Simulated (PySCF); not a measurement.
# IO₃Cl: singlet, from a B3LYP minimum start

The task is one start of a wider search on IO₃Cl: the singlet, from a B3LYP minimum start. It is relaxed, tested by its Hessian and followed downhill if it is a saddle.

The runs use PySCF 2.14.0; B3LYP, basis I def2-SVP with ECP28, O def2-SVP, Cl def2-SVP, scalar-relativistic core potentials, no spin–orbit coupling, density fitting.

## 1. The system as given

5 atoms, charge 0, spin multiplicity 1.

Bond lengths: I1–O2 1.805 Å, I1–O3 1.805 Å, I1–O4 1.805 Å, I1–Cl5 2.409 Å. Angles: O2–I1–O3 114.8°, O2–I1–O4 114.8°, O2–I1–Cl5 103.4°, O3–I1–O4 114.8°, O3–I1–Cl5 103.4°, O4–I1–Cl5 103.4°.

Coordinates in bohr (charge 0 multiplicity 1):
```
I    -0.4995   -0.0012    0.2920
O    -0.3511    2.8714    2.1268
O    -2.8578   -0.0032   -2.1736
O    -0.3405   -2.8767    2.1215
Cl    3.4304    0.0082   -2.0051
```

## 2. The SCF at the typed geometry

The steps below are one call of a driver around PySCF. For each, scf.py gives the equivalent set-up of the SCF; relaxations use the driver's own optimiser. After this first run the driver tries any further starts and a stability analysis.

Contents of scf.py:

```python
from pyscf import gto, scf, dft
mol = gto.M(atom='''
I     -0.264324    -0.000630     0.154497
O     -0.185797     1.519500     1.125462
O     -1.512303    -0.001707    -1.150219
O     -0.180204    -1.522271     1.122623
Cl     1.815303     0.004328    -1.061042''',
    basis={'I': 'def2-SVP', 'O': 'def2-SVP', 'Cl': 'def2-SVP'},
    ecp={'I': 'def2-SVP'},
    charge=0, spin=0)
mf = dft.RKS(mol, xc='B3LYP')
mf.grids.atom_grid = (50, 194)
aux = {'I': 'def2-universal-JKFIT', 'O': 'def2-universal-JKFIT', 'Cl': 'def2-universal-JKFIT'}
mf = mf.density_fit(auxbasis=aux)
mf.conv_tol = 1e-08
mf.diis_space = 10
mf.max_cycle = 60
mf.init_guess = 'minao'
mf.verbose = 4
mf.kernel()
```

Run with:

```bash
$ OMP_NUM_THREADS=2 python axn.py task.json out
```

What it wrote (excerpt; [...] marks lines left out):

```text
[... the frontier levels of the middle cycles are left out ...]
init E= -952.255294549395
cycle= 1 E= -976.599069844948  delta_E= -24.3  |g|= 4.46  |ddm|= 9.46
  HOMO = -0.0839249080530639  LUMO = 0.214699895628986  gap/eV = 8.12599
cycle= 2 E= -886.075147145885  delta_E= 90.5  |g|= 9.99  |ddm|= 20.9
  HOMO = -0.020862541863147  LUMO = -0.00175117591355091  gap/eV = 0.52005
cycle= 3 E= -978.541910076753  delta_E= -92.5  |g|= 3.51  |ddm|=   20
cycle= 4 E= -981.579812962051  delta_E= -3.04  |g|= 2.37  |ddm|= 6.24
cycle= 5 E= -982.675837552568  delta_E= -1.1  |g|= 0.947  |ddm|= 1.74
cycle= 6 E= -982.885262917154  delta_E= -0.209  |g|= 0.752  |ddm|= 1.47
cycle= 7 E= -982.793055178938  delta_E= 0.0922  |g|= 1.03  |ddm|=  1.3
cycle= 8 E= -983.022799549494  delta_E= -0.23  |g|= 0.0739  |ddm|= 0.881
cycle= 9 E= -983.023921710745  delta_E= -0.00112  |g|= 0.0312  |ddm|= 0.0901
cycle= 10 E= -983.023885439534  delta_E= 3.63e-05  |g|= 0.0346  |ddm|= 0.048
cycle= 11 E= -983.024132380446  delta_E= -0.000247  |g|= 0.00917  |ddm|= 0.0301
cycle= 12 E= -983.024156408749  delta_E= -2.4e-05  |g|= 0.00107  |ddm|= 0.0111
cycle= 13 E= -983.024156689211  delta_E= -2.8e-07  |g|= 0.000322  |ddm|= 0.00157
cycle= 14 E= -983.024156715085  delta_E= -2.59e-08  |g|= 4.67e-05  |ddm|= 0.00043
cycle= 15 E= -983.02415671562  delta_E= -5.35e-10  |g|= 1.67e-05  |ddm|= 6.52e-05
  HOMO = -0.349274666558936  LUMO = -0.197929856947368  gap/eV = 4.11830
Extra cycle  E= -983.024156715242  delta_E= 3.78e-10  |g|= 4.26e-05  |ddm|= 6.91e-05
converged SCF energy = -983.024156715242
```

This step, with its further starts and checks, needed 11 s of wall time on 2 threads of Arm Neoverse N1, shared host.

The test of internal stability found no lower closed-shell solution.

## 3. Relaxing the singlet from the B3LYP minimum start

The program finds C3v symmetry in the start, which this walk keeps.

Changes to scf.py since step 2:

```diff
@@ -3,5 +3,5 @@
-I     -0.264324    -0.000630     0.154497
-O     -0.185797     1.519500     1.125462
-O     -1.512303    -0.001707    -1.150219
-O     -0.180204    -1.522271     1.122623
-Cl     1.815303     0.004328    -1.061042''',
+I     -0.263809    -0.000629     0.154196
+O     -0.185282     1.519501     1.125161
+O     -1.511787    -0.001706    -1.150520
+O     -0.179689    -1.522270     1.122322
+Cl     1.815818     0.004329    -1.061343''',
@@ -18 +17,0 @@
-mf.init_guess = 'minao'
```

Energy and gradient, step by step:

```
step  energy (Eh)  change (kJ/mol)  largest symmetric gradient (Eh/bohr)
   0  -983.024157             0.00                               0.00035
   1  -983.024157             0.00                               0.00002
```

The walk took 7.1 s.

After 1 steps and 0.0 kJ/mol it ends at C3v: I–Cl 2.408 Å, I–O 1.805 Å (×3); Cl–I–O 103.5° (×3), O–I–O 114.7° (×3).

## 4. Vibrations and properties at this point

On the finer grid the gradient is checked again; gradients at displacements of ±0.02 bohr then give force constants and infrared intensities.

Changes to scf.py since step 3:

```diff
@@ -3,5 +3,5 @@
-I     -0.263809    -0.000629     0.154196
-O     -0.185282     1.519501     1.125161
-O     -1.511787    -0.001706    -1.150520
-O     -0.179689    -1.522270     1.122322
-Cl     1.815818     0.004329    -1.061343''',
+I     -0.264443    -0.000630     0.154567
+O     -0.185936     1.519504     1.125546
+O     -1.512446    -0.001707    -1.150141
+O     -0.180343    -1.522276     1.122707
+Cl     1.815270     0.004328    -1.061023''',
@@ -12 +12 @@
-mf.grids.atom_grid = (50, 194)
+mf.grids.atom_grid = (75, 302)
@@ -15 +15 @@
-mf.conv_tol = 1e-08
+mf.conv_tol = 1e-10
```

The driver hands on the density of the step before, so the log starts near convergence.

Log of the central SCF (cycles and frontier levels):

```text
init E= -983.024161763277
  HOMO = -0.349274469732377  LUMO = -0.197948387411572  gap/eV = 4.11779
cycle= 1 E= -983.024161763204  delta_E= 7.23e-11  |g|= 1.91e-05  |ddm|= 1.98e-05
  HOMO = -0.349274742220863  LUMO = -0.197948353367821  gap/eV = 4.11780
cycle= 2 E= -983.024161762263  delta_E= 9.41e-10  |g|= 6.85e-05  |ddm|= 7.03e-05
  HOMO = -0.349274544362875  LUMO = -0.197948344159848  gap/eV = 4.11780
cycle= 3 E= -983.024161763285  delta_E= -1.02e-09  |g|= 1.74e-06  |ddm|= 5.51e-05
  HOMO = -0.349274491683142  LUMO = -0.1979483497174  gap/eV = 4.11779
cycle= 4 E= -983.024161763286  delta_E= -4.55e-13  |g|= 2.44e-07  |ddm|= 1.71e-06
  HOMO = -0.349274564066382  LUMO = -0.197948369493901  gap/eV = 4.11780
Extra cycle  E= -983.024161763285  delta_E= 6.82e-13  |g|= 5.77e-07  |ddm|= 9.46e-07
converged SCF energy = -983.024161763285
```

The whole step took 64 s.

Geometry: C3v; I–Cl 2.409 Å, I–O 1.805 Å (×3); Cl–I–O 103.4° (×3), O–I–O 114.8° (×3).

Harmonic modes (main isotopes):

| symmetry | ω (cm⁻¹) | IR (km/mol) | μ (u) | type |
| --- | --- | --- | --- | --- |
| e | 145 | 8.7 | 20.33 | bend |
| a1 | 246 | 20.7 | 19.41 | bend |
| e | 279 | 47.1 | 17.62 | bend |
| a1 | 341 | 77.2 | 40.11 | mixed |
| a1 | 796 | 14.4 | 16.33 | stretch |
| e | 848 | 86.3 | 18.55 | stretch |

Every mode is real; the point is a minimum.

Constants and moments:

- Dipole moment: 1.02 D
- Highest occupied level: -9.50 eV
- Lowest empty level: -5.39 eV
- Rotational constants: 0.1139, 0.06343, 0.06343 cm⁻¹
- Zero-point energy: 23.5 kJ/mol
- Principal polarisabilities: 44.4, 44.4, 63.1 bohr³
- Atomisation energy without zero-point energy: 649 kJ/mol
- Principal traceless quadrupole moments about the centre of mass: -3.09, -3.09, 6.18 D Å
- Entropy at 298.15 K and 1 bar: 332.6 J/(mol K)
- Heat capacity Cp at 298.15 K: 85.2 J/(mol K)
- Enthalpy at 298.15 K above 0 K: 18.51 kJ/mol
- Rotational symmetry number: 3

Populations by atom (charges in e):

```csv
atom,Mulliken,Löwdin,polar tensor,Mayer order to I1
I1,1.57,1.61,1.93,–
"O2,3,4",-0.47,-0.50,-0.51,1.46
Cl5,-0.18,-0.12,-0.41,0.73
```

Outer orbital energies (eV). occupied: -10.47, -10.47, -10.33, -10.33, -10.32, -9.68, -9.68, -9.50; empty: -5.39, -3.21, -1.19, -1.19.

Mulliken populations on I1 (outside its core potential): s 3.60, p 9.10, d 10.73.

## 5. Results

| quantity | value |
| --- | --- |
| minimum | singlet, C3v |
| geometry | I–Cl 2.409 Å, I–O 1.805 Å (×3); Cl–I–O 103.4° (×3), O–I–O 114.8° (×3) |
| wavenumbers (cm⁻¹) | 145 (e), 246 (a1), 279 (e), 341 (a1), 796 (a1), 848 (e) |
| dipole moment | 1.02 D |
| highest occupied, lowest empty level | -9.50, -5.39 eV |
| polar-tensor charge of I1 | +1.93 e |
| zero-point energy | 23.5 kJ/mol |
| entropy at 298.15 K | 332.6 J/(mol K) |
| atomisation energy (no zero-point energy) | 649 kJ/mol |

What this shows: The molecule stays C3v, as typed, and the end point is a minimum. The strongest infrared band lies at 848 cm⁻¹ (e, stretch). Other starts or spin states, not run here, may lie lower. Spin–orbit coupling is left out.

The search up to here took 83 s.
